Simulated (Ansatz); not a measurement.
# HSZn: the cost of one run

Computed with Ansatz 0.2.0 through its Python package. The levels of theory stand in the script.

### Step 1. The system

Bond lengths: S1–Zn2 2.004 Å, S1–H3 1.417 Å. Angles: Zn2–S1–H3 127.0°.

The script holds or builds the structure itself.

### Step 2. The code

Contents of hszn.py:

```python
import ansatz as az

XC = "HF"


def main() -> None:
    geometry_ang = [
        ("S", [-0.351, 0.3583, -0.1616]),
        ("Zn", [1.4029, 0.3385, 0.8073]),
        ("H", [-1.0629, -0.7616, -0.659]),
    ]
    geometry = az.Crystal.molecule()
    for symbol, xyz in geometry_ang:
        geometry = geometry.atom(symbol, xyz)

    model = (
        geometry.calculation()
        .functional(XC)
        .spin("collinear", total=1)
    )

    energies = {}
    for basis in ["STO-3G", "6-31G", "6-31G*", "def2-SVP", "def2-SVPD", "def2-TZVP", "def2-TZVPP"]:
        r = model.basis(gaussian=basis).run(threads=1).report
        size = r["n_frozen"] + r["n_occupied"][0] + r["n_virtual"][0]
        energies[basis] = (r["reference_energy_ev"] / 27.211386246, r["free_energy_ev"] / 27.211386246)
        print(f"{basis:14s} {size:4d} orbitals  reference {energies[basis][0]:14.6f} Ha  total {energies[basis][1]:14.6f} Ha")

    last = energies["def2-TZVPP"][1]
    for basis, (_, total) in energies.items():
        print(f"{basis:14s} lies {27.211386 * (total - last):9.4f} eV above def2-TZVPP")


if __name__ == "__main__":
    main()
```

### Step 3. Launch

On the command line:

```console
python hszn.py
```

Q: Estimate wall time and peak memory on 1 thread of Arm Neoverse V1, shared host.

About 11 s, with a peak of 0.34 GiB.
